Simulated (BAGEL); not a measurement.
# One shape, several levels: singlet [CH6FSi2]+

Aim: a comparison of 5 runs (HF/STO-3G, HF/6-31G*, B3LYP/6-31G*, PBE0/6-31G*, RI-MP2/6-31G*) of singlet [CH6FSi2]+. 

Program for the calculation: BAGEL 1.2.2.

32 further runs of the same task are left out: 4 that didn't finish, 28 set aside as unsound or not needed.

## 1. The structure to begin with

[CH6FSi2]+: 10 atoms, total charge +1, spin state singlet. As SMILES of the parent species, `FC([SiH2])[SiH3]`. Geometry: relaxed at GFN2-xTB. This is one conformer, not always the lowest. That shape belongs to the parent species and isn't relaxed for this state.

Bond lengths: F1–C2 1.404 Å, C2–Si3 1.913 Å, C2–Si4 1.923 Å, C2–H5 1.096 Å, Si3–H6 1.458 Å, Si3–H7 1.455 Å, Si4–H8 1.460 Å, Si4–H9 1.463 Å, Si4–H10 1.461 Å. Some angles: F1–C2–Si3 108.4°, F1–C2–Si4 106.9°, Si3–C2–Si4 116.7°, F1–C2–H5 104.7°, Si3–C2–H5 110.1°, Si4–C2–H5 109.3°, C2–Si3–H6 109.6°, C2–Si3–H7 111.7°, C2–Si4–H8 109.0°, C2–Si4–H9 106.3°.

## 2. The energy at HF/STO-3G (density fitting with qzvpp-jkfit) (run 1)

Input file input.json:

```json
{ "bagel": [

{
  "title": "molecule",
  "basis": "sto-3g",
  "df_basis": "qzvpp-jkfit",
  "angstrom": true,
  "geometry": [
    { "atom": "F", "xyz": [      -0.390210,      -0.620660,      -1.819520 ] },
    { "atom": "C", "xyz": [      -0.555140,       0.060540,      -0.602980 ] },
    { "atom": "Si", "xyz": [       0.395680,       1.717620,      -0.704390 ] },
    { "atom": "Si", "xyz": [      -0.030220,      -1.152360,       0.794500 ] },
    { "atom": "H", "xyz": [      -1.633240,       0.248000,      -0.533860 ] },
    { "atom": "H", "xyz": [       0.124820,       2.511230,       0.488710 ] },
    { "atom": "H", "xyz": [       1.807250,       1.511640,      -0.992910 ] },
    { "atom": "H", "xyz": [      -0.822820,      -2.374170,       0.685180 ] },
    { "atom": "H", "xyz": [      -0.288600,      -0.461450,       2.057950 ] },
    { "atom": "H", "xyz": [       1.392490,      -1.440380,       0.627310 ] }
  ]
},

{
  "title": "hf",
  "charge": 1
},

{
  "title": "print",
  "file": "orbitals.molden",
  "orbitals": true
}

]}
```

Started as:

```console
$ BAGEL_NUM_THREADS=1 BAGEL input.json > input.out
```

The log of the run:

```text
* using 1 threads per process

  ===============================================================
  ===============================================================

  *** Geometry ***

  { "atom" : "F", "xyz" : [     -0.737390,     -1.172877,     -3.438394 ] },
  { "atom" : "C", "xyz" : [     -1.049063,      0.114404,     -1.139467 ] },
  { "atom" : "Si", "xyz" : [      0.747727,      3.245831,     -1.331104 ] },
[... 6 lines of this table left out ...]
  { "atom" : "H", "xyz" : [      2.631425,     -2.721924,      1.185444 ] },

  Number of auxiliary basis functions:      516

  Since a DF basis is specified, we compute 2- and 3-index integrals:
    o Being stored without compression. Storage requirement is 0.005 GB

  Number of basis functions:       34
  Number of electrons      :       49

    * METHOD: MOLECULE                             0.21

  *** RHF ***

  === Nuclear Repulsion ===
   209.4570820504

      * DIIS with orbital gradients will be used.

  === RHF iteration (sto-3g) ===
      0       -709.77484189          0.01625251           0.03
      1       -709.88171383          0.00492528           0.02
      2       -709.89030806          0.00133386           0.03
[... 9 lines of this table left out ...]
     12       -709.89144810          0.00000001           0.03
    * SCF iteration converged.

    * Permanent dipole moment:
           (   -0.382987,    -2.441042,     0.166638) a.u.

    * METHOD: HF                                   0.44

    * METHOD: PRINT                                0.00

  ===============================================================
```

It took 0.91 s on 1 thread of Intel Xeon Platinum 8375C at 2.90GHz (Ice Lake), shared host.

## 3. The energy at HF/6-31G(d) (density fitting with qzvpp-jkfit, spherical functions) (run 2)

Input file calc.json:

```json
{ "bagel" : [

{
  "title" : "molecule",
  "basis" : "6-31gs.json",
  "df_basis" : "qzvpp-jkfit",
  "angstrom" : true,
  "geometry" : [
    { "atom" : "F", "xyz" : [      -0.390210,      -0.620660,      -1.819520 ] },
    { "atom" : "C", "xyz" : [      -0.555140,       0.060540,      -0.602980 ] },
    { "atom" : "Si", "xyz" : [       0.395680,       1.717620,      -0.704390 ] },
    { "atom" : "Si", "xyz" : [      -0.030220,      -1.152360,       0.794500 ] },
    { "atom" : "H", "xyz" : [      -1.633240,       0.248000,      -0.533860 ] },
    { "atom" : "H", "xyz" : [       0.124820,       2.511230,       0.488710 ] },
    { "atom" : "H", "xyz" : [       1.807250,       1.511640,      -0.992910 ] },
    { "atom" : "H", "xyz" : [      -0.822820,      -2.374170,       0.685180 ] },
    { "atom" : "H", "xyz" : [      -0.288600,      -0.461450,       2.057950 ] },
    { "atom" : "H", "xyz" : [       1.392490,      -1.440380,       0.627310 ] }
  ]
},

{
  "title" : "hf",
  "charge" : 1
},

{
  "title" : "print",
  "file" : "orbitals.molden",
  "orbitals" : true
}

]}
```

The basis set 6-31G* is read from a file made from the Basis Set Exchange's data (not shown).

Started as:

```console
$ BAGEL_NUM_THREADS=1 BAGEL calc.json > calc.out
```

The log of the run:

```text
* using 1 threads per process

  ===============================================================
  ===============================================================

  *** Geometry ***

  { "atom" : "F", "xyz" : [     -0.737390,     -1.172877,     -3.438394 ] },
  { "atom" : "C", "xyz" : [     -1.049063,      0.114404,     -1.139467 ] },
  { "atom" : "Si", "xyz" : [      0.747727,      3.245831,     -1.331104 ] },
[... 6 lines of this table left out ...]
  { "atom" : "H", "xyz" : [      2.631425,     -2.721924,      1.185444 ] },

  Number of auxiliary basis functions:      516

  Since a DF basis is specified, we compute 2- and 3-index integrals:
    o Being stored without compression. Storage requirement is 0.024 GB

  Number of basis functions:       76
  Number of electrons      :       49

    * METHOD: MOLECULE                             0.30

  *** RHF ***

  === Nuclear Repulsion ===
   209.4570820504

      * DIIS with orbital gradients will be used.

  === RHF iteration (6-31gs.json) ===
      0       -718.09276428          0.01677626           0.07
      1       -718.22256390          0.00977097           0.06
      2       -718.26257401          0.00189050           0.06
[... 11 lines of this table left out ...]
     14       -718.26506338          0.00000001           0.07
    * SCF iteration converged.

    * Permanent dipole moment:
           (   -0.261430,    -2.640700,     0.022090) a.u.

    * METHOD: HF                                   1.18

    * METHOD: PRINT                                0.01

  ===============================================================
```

Run time: 1.8 s. Hardware: 1 thread of Intel Xeon Platinum 8375C at 2.90GHz (Ice Lake), shared host; peak memory 0.12 GiB.

Run 3 isn't shown in full; the table further down has it.

## 4. The energy at PBE0/6-31G(d) (density fitting with qzvpp-jkfit, spherical functions) (run 4)

Input file dft.json:

```json
{ "bagel" : [

{
  "title" : "molecule",
  "basis" : "6-31gs.json",
  "df_basis" : "qzvpp-jkfit",
  "angstrom" : true,
  "geometry" : [
    { "atom" : "F", "xyz" : [   -0.390210,   -0.620660,   -1.819520 ] },
    { "atom" : "C", "xyz" : [   -0.555140,    0.060540,   -0.602980 ] },
    { "atom" : "Si", "xyz" : [    0.395680,    1.717620,   -0.704390 ] },
    { "atom" : "Si", "xyz" : [   -0.030220,   -1.152360,    0.794500 ] },
    { "atom" : "H", "xyz" : [   -1.633240,    0.248000,   -0.533860 ] },
    { "atom" : "H", "xyz" : [    0.124820,    2.511230,    0.488710 ] },
    { "atom" : "H", "xyz" : [    1.807250,    1.511640,   -0.992910 ] },
    { "atom" : "H", "xyz" : [   -0.822820,   -2.374170,    0.685180 ] },
    { "atom" : "H", "xyz" : [   -0.288600,   -0.461450,    2.057950 ] },
    { "atom" : "H", "xyz" : [    1.392490,   -1.440380,    0.627310 ] }
  ]
},
{
  "title" : "ks",
  "xc_func" : "pbe0",
  "charge" : 1
},
{
  "title" : "print",
  "file" : "orbitals.molden",
  "orbitals" : true
}

]}
```

The basis set 6-31G* is read from a file made from the Basis Set Exchange's data (not shown).

Started as:

```console
$ BAGEL_NUM_THREADS=1 BAGEL dft.json > dft.out
```

The log of the run:

```text
* using 1 threads per process

  ===============================================================
  ===============================================================

  *** Geometry ***

  { "atom" : "F", "xyz" : [     -0.737390,     -1.172877,     -3.438394 ] },
  { "atom" : "C", "xyz" : [     -1.049063,      0.114404,     -1.139467 ] },
  { "atom" : "Si", "xyz" : [      0.747727,      3.245831,     -1.331104 ] },
[... 6 lines of this table left out ...]
  { "atom" : "H", "xyz" : [      2.631425,     -2.721924,      1.185444 ] },

  Number of auxiliary basis functions:      516

  Since a DF basis is specified, we compute 2- and 3-index integrals:
    o Being stored without compression. Storage requirement is 0.024 GB

  Number of basis functions:       76
  Number of electrons      :       49

    * METHOD: MOLECULE                             0.30

  *** Kohn-Sham DFT ***

    * Removing 18227 points whose weight is below 1.00e-10
    * Grid points: 130833

  === Nuclear Repulsion ===
   209.4570820504

       - DIIS with orbital gradients will be used.

  === KS iteration (pbe0 / 6-31gs.json) ===
      0       -689.66533176          0.14197504           0.53
      1       -673.39791774          0.08962528           0.56
      2       -620.79481303          0.33350506           0.44
[... 41 lines of this table left out ...]
     44       -719.72327115          0.00000001           0.46
    * SCF iteration converged.

    * Permanent dipole moment:
           (   -0.207265,    -2.110188,    -0.078628) a.u.

    * METHOD: KS                                  21.63

    * METHOD: PRINT                                0.01

  ===============================================================
```

Wall time 22 s (1 thread of Intel Xeon Platinum 8375C at 2.90GHz (Ice Lake), shared host); peak memory 0.49 GiB.

## 5. A single-point energy at RI-MP2/6-31G(d) (density fitting with qzvpp-jkfit, spherical functions) (run 5)

Input file input.json:

```json
{ "bagel" : [

{
  "title" : "molecule",
  "basis" : "6-31gs.json",
  "df_basis" : "qzvpp-jkfit",
  "angstrom" : "true",
  "geometry" : [
    { "atom" : "F", "xyz" : [      -0.390210,      -0.620660,      -1.819520 ] },
    { "atom" : "C", "xyz" : [      -0.555140,       0.060540,      -0.602980 ] },
    { "atom" : "Si", "xyz" : [       0.395680,       1.717620,      -0.704390 ] },
    { "atom" : "Si", "xyz" : [      -0.030220,      -1.152360,       0.794500 ] },
    { "atom" : "H", "xyz" : [      -1.633240,       0.248000,      -0.533860 ] },
    { "atom" : "H", "xyz" : [       0.124820,       2.511230,       0.488710 ] },
    { "atom" : "H", "xyz" : [       1.807250,       1.511640,      -0.992910 ] },
    { "atom" : "H", "xyz" : [      -0.822820,      -2.374170,       0.685180 ] },
    { "atom" : "H", "xyz" : [      -0.288600,      -0.461450,       2.057950 ] },
    { "atom" : "H", "xyz" : [       1.392490,      -1.440380,       0.627310 ] }
  ]
},

{ "title" : "hf", "charge" : 1 },

{ "title" : "mp2", "charge" : 1, "ncore" : 12 }

]}
```

The basis set 6-31G* is read from a file made from the Basis Set Exchange's data (not shown).

Started as:

```console
$ BAGEL_NUM_THREADS=1 BAGEL input.json > input.out
```

The log of the run:

```text
* using 1 threads per process

  ===============================================================
  ===============================================================

  *** Geometry ***

  { "atom" : "F", "xyz" : [     -0.737390,     -1.172877,     -3.438394 ] },
  { "atom" : "C", "xyz" : [     -1.049063,      0.114404,     -1.139467 ] },
  { "atom" : "Si", "xyz" : [      0.747727,      3.245831,     -1.331104 ] },
[... 6 lines of this table left out ...]
  { "atom" : "H", "xyz" : [      2.631425,     -2.721924,      1.185444 ] },

[... 23 lines left out ...]
    * SCF iteration converged.
[... 1 line left out ...]
    * Permanent dipole moment:
[... 2 lines left out ...]
    * METHOD: HF                                   1.20

  *** RHF ***

  === Nuclear Repulsion ===
   209.4570820504

      * DIIS with orbital gradients will be used.

  === RHF iteration (6-31gs.json) ===
      0       -718.26506338          0.00000000           0.08
    * SCF iteration converged.

    * Permanent dipole moment:
           (   -0.261430,    -2.640699,     0.022090) a.u.

  === DF-MP2 calculation ===

    * freezing 12 orbitals
    * 3-index integral transformation done
    * assembly done

      MP2 correlation energy:   -0.4418392182      0.03

      MP2 total energy:       -718.7069025951

    * METHOD: MP2                                  0.21

  ===============================================================
```

Run time: 2 s. Hardware: 1 thread of Intel Xeon Platinum 8375C at 2.90GHz (Ice Lake), shared host; peak memory 0.12 GiB.

## 6. The series

```
run                                                                  level  frozen core orbitals  energy (Eh)  HOMO energy (eV)  LUMO energy (eV)  HOMO–LUMO gap (eV)  wall time
  1                           HF/STO-3G (density fitting with qzvpp-jkfit)                     –  -709.891448            -14.78             -4.19               10.58     0.91 s
  2      HF/6-31G* (density fitting with qzvpp-jkfit, spherical functions)                     –  -718.265063            -17.12             -6.92               10.21      1.8 s
  3   B3LYP/6-31G* (density fitting with qzvpp-jkfit, spherical functions)                     –  -720.159859            -13.58            -10.25                3.34       20 s
  4    PBE0/6-31G* (density fitting with qzvpp-jkfit, spherical functions)                     –  -719.723271            -13.83            -10.05                3.78       22 s
  5  RI-MP2/6-31G* (density fitting with qzvpp-jkfit, spherical functions)                    12  -718.706903                 –                 –                   –        2 s
```

## 7. Results

```
                                           quantity          value
                                run 5: total energy  -718.70690 Eh
run 5: correlation energy (12 core orbitals frozen)     -441.8 mEh
```

What this shows: Over runs 1, 2, 3, 4 the HOMO–LUMO gap runs from 3.34 eV (B3LYP/6-31G*) to 10.58 eV (HF/STO-3G). The two ends differ in method and basis. Totals of different functionals can't be ranked against each other. In run 1 the basis is minimal, so the values are rough. All runs together took 47 s, the longest 22 s.
